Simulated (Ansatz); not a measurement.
# Si₄Ge₂H₁₂: one species, many methods

Aim: compute Si₄Ge₂H₁₂ with functionals from several rungs and with coupled cluster. The yardstick is the atomisation energy at the CCSD(T) limit.

The runs use Ansatz 0.2.0, Gaussian basis; functionals in def2-TZVPP, the program's frozen cores in correlated methods.

Plan: LDA (SPW92), PBE-D4, revPBE-D4, BLYP-D4, r2SCAN-D4, B97M-V, PBE0-D4, B3LYP-D4, r2SCANh-D4, r2SCAN0-D4, HSE06-D4, BHLYP-D4, CAM-B3LYP-D4, LC-ωPBE, ωB97X-V, ωB97M-V, B2PLYP, PBE-QIDH; CCSD(T)/def2-SVP; CCSD(T)/def2-TZVPP; MP2/def2-QZVPP; extrapolation to the limit; RPA on PBE.

## Step 1: The geometry

The geometry comes from an earlier relaxation with PBE0-D4 in a triple-zeta def2 set; it is a stationary point, not always the lowest conformer.

SMILES `[SiH2]1[SiH2][SiH2][GeH2][GeH2][SiH2]1`, 18 atoms, charge 0, spin multiplicity 1.

Atoms are counted from 1 here; the program's logs count them from 0.

Bond lengths: Si1–Si2 2.345 Å, Si1–Si6 2.337 Å, Si1–H7 1.491 Å, Si1–H8 1.490 Å, Si2–Si3 2.343 Å, Si2–H9 1.490 Å, Si2–H10 1.490 Å, Si3–Ge4 2.380 Å, Si3–H11 1.489 Å, Si3–H12 1.490 Å, Ge4–Ge5 2.434 Å, Ge4–H13 1.541 Å, Ge4–H14 1.540 Å, Ge5–Si6 2.386 Å, Ge5–H15 1.541 Å, Ge5–H16 1.541 Å, Si6–H17 1.489 Å, Si6–H18 1.490 Å. Angles: Si2–Si1–Si6 109.0°, Si2–Si1–H7 108.7°, Si2–Si1–H8 110.5°, Si6–Si1–H7 108.0°, Si6–Si1–H8 112.5°, H7–Si1–H8 108.2°, Si1–Si2–Si3 110.6°, Si1–Si2–H9 109.3°, Si1–Si2–H10 109.6°, Si3–Si2–H9 109.7°, Si3–Si2–H10 109.4°, H9–Si2–H10 108.2°, Si2–Si3–Ge4 109.0°, Si2–Si3–H11 110.8°, Si2–Si3–H12 108.9°, Ge4–Si3–H11 112.1°, Ge4–Si3–H12 107.7°, H11–Si3–H12 108.2° and more.

## Step 2: LDA

This LDA is Slater exchange with PW92 correlation.

in.yaml reads:

```yaml
crystal:
  periodic: [false, false, false]
  atoms:
    - {symbol: Si, position_ang: [0.579896, 1.944906, 0.722962]}
    - {symbol: Si, position_ang: [2.144604, 0.203938, 0.864915]}
    - {symbol: Si, position_ang: [1.240277, -1.789743, 0.028938]}
    - {symbol: Ge, position_ang: [-0.215975, -1.279741, -1.782785]}
    - {symbol: Ge, position_ang: [-2.167804, -0.145184, -0.872084]}
    - {symbol: Si, position_ang: [-1.558462, 1.074883, 1.085670]}
    - {symbol: H, position_ang: [0.618682, 2.510525, -0.656193]}
    - {symbol: H, position_ang: [0.921901, 3.032808, 1.681570]}
    - {symbol: H, position_ang: [2.543867, 0.015658, 2.288315]}
    - {symbol: H, position_ang: [3.361970, 0.560447, 0.082965]}
    - {symbol: H, position_ang: [2.320220, -2.735058, -0.369031]}
    - {symbol: H, position_ang: [0.426035, -2.434700, 1.097661]}
    - {symbol: H, position_ang: [0.498848, -0.334937, -2.768185]}
    - {symbol: H, position_ang: [-0.641046, -2.540798, -2.557608]}
    - {symbol: H, position_ang: [-2.739469, 0.823177, -1.925113]}
    - {symbol: H, position_ang: [-3.254077, -1.186880, -0.542849]}
    - {symbol: H, position_ang: [-2.560061, 2.138638, 1.373982]}
    - {symbol: H, position_ang: [-1.519416, 0.142071, 2.246872]}
basis:
  gaussian: {orbitals: def2-TZVPP}
hamiltonian: {xc: lda}
output: {orbitals: {seedname: orbitals}}
```

The runs that follow: PBE-D4 (GGA); revPBE-D4 (GGA); BLYP-D4 (GGA); r2SCAN-D4 (meta-GGA); B97M-V (meta-GGA); PBE0-D4 (hybrid); B3LYP-D4 (hybrid); r2SCANh-D4 (hybrid); r2SCAN0-D4 (hybrid); HSE06-D4 (hybrid); BHLYP-D4 (hybrid); CAM-B3LYP-D4 (range-separated); LC-ωPBE-D4 (range-separated); ωB97X-V (range-separated); ωB97M-V (range-separated); B2PLYP (double hybrid); PBE-QIDH (double hybrid); CCSD(T) in def2-SVP; CCSD(T) in def2-TZVPP; MP2 in def2-QZVPP; RPA on PBE orbitals.

**Question.** What will the summary of the whole plan be? Wanted: atomisation energy, CCSD(T)/CBS; farthest beyond LDA; mean size of error, GGA; mean size of error, meta-GGA; mean size of error, hybrid; mean size of error, range-separated; mean size of error, double hybrid; gap, smallest and largest; T1 diagnostic.

As calculated:

| quantity | value |
| --- | --- |
| atomisation energy, CCSD(T)/CBS | 53.653 eV |
| functionals within 0.537 eV (1.0 %) | r2SCAN-D4, B97M-V, B3LYP-D4, r2SCANh-D4, r2SCAN0-D4, CAM-B3LYP-D4, ωB97X-V |
| farthest beyond LDA | revPBE-D4 (-1.533 eV) |
| mean size of error, GGA | 1.220 eV |
| mean size of error, meta-GGA | 0.246 eV |
| mean size of error, hybrid | 0.500 eV |
| mean size of error, range-separated | 0.625 eV |
| mean size of error, double hybrid | 1.086 eV |
| gap, smallest and largest | 5.05 eV (LDA (SPW92)), 11.41 eV (LC-ωPBE) |
| T1 diagnostic | 0.0133 |
| triples share of the correlation energy | 3.9 % |

In words: LDA overbinds by 5.576 eV (10 %). PBE-D4 is off by -0.798 eV. Double hybrids carry the basis error of their MP2 part in triple zeta, and no dispersion term here, so their miss is partly the set-up's. The rungs meta-GGA, hybrid miss on average by less than the doubt on the reference (0.537 eV), so they tie. Misses under about 0.537 eV are within the doubt on the reference itself, which lacks core-valence correlation, relativity and higher excitations, and its outer-core shells are covered unevenly. Hartree-Fock recovers 74 % of the binding; the rest is correlation. CCSD(T) in def2-SVP is off by -3.940 eV, worse than the median functional, from the basis alone. The gap grows from 5.1 to 11.4 eV across the functionals, mostly with the share of exact exchange. Correlated methods include outer-core shells of Ge, which these sets cover unevenly.
